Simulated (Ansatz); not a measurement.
# FHIIn: basis-set convergence

The task here is to estimate one member of a computed series from the others.

The runs use Ansatz 0.2.0, Gaussian basis; one geometry, several basis sets.

Plan: PBE0-D4/def2-SVP; ωB97M-V/def2-SVP; PBE0-D4/def2-QZVPP; ωB97M-V/def2-QZVPP; the functionals' def2-TZVPP values are taken from earlier runs.

**The relaxed structure**

All runs share one geometry, relaxed beforehand with PBE0-D4 in a triple-zeta def2 set. In, I take the def2 core potential; no spin-orbit term is included.

4 atoms, charge 0, spin multiplicity 1.

Atoms are counted from 1 here; the program's logs count them from 0.

Bond lengths: F1–In2 1.945 Å, In2–I3 2.630 Å, In2–H4 1.696 Å. Angles: F1–In2–I3 110.8°, F1–In2–H4 118.7°, I3–In2–H4 130.5°.

The first run:

in.yaml

```yaml
crystal:
  periodic: [false, false, false]
  atoms:
    - {symbol: F, position_ang: [-1.651041, -0.135860, 0.924719]}
    - {symbol: In, position_ang: [-0.066247, 0.157681, -0.163241]}
    - {symbol: I, position_ang: [1.913792, -1.377142, 0.637884]}
    - {symbol: H, position_ang: [-0.141104, 1.295021, -1.419762]}
basis:
  gaussian: {orbitals: def2-SVP}
hamiltonian: {xc: pbe0, dispersion: d4}
output: {orbitals: {seedname: orbitals}}
```

Among the steps run: PBE0-D4 in def2-SVP; ωB97M-V in def2-SVP; PBE0-D4 in def2-QZVPP; ωB97M-V in def2-QZVPP.

One table of the session follows, with a row left open; its other results are not shown here.

It belongs to the step «Functionals by basis». 

```
functional       basis  HOMO (eV)  LUMO (eV)
   PBE0-D4    def2-SVP      -7.85      -1.83
   PBE0-D4  def2-TZVPP      -7.93      -1.94
   PBE0-D4  def2-QZVPP      -7.94      -1.97
   ωB97M-V    def2-SVP          ?          ?
   ωB97M-V  def2-TZVPP     -10.05      -0.39
   ωB97M-V  def2-QZVPP     -10.07      -0.43
```

Q: Estimate the row for ωB97M-V, def2-SVP from the others.

**Answer.** HOMO (eV): -9.94; LUMO (eV): -0.22. In the column «HOMO (eV)» it lies between ωB97M-V, def2-TZVPP (-10.05) and PBE0-D4, def2-QZVPP (-7.94).
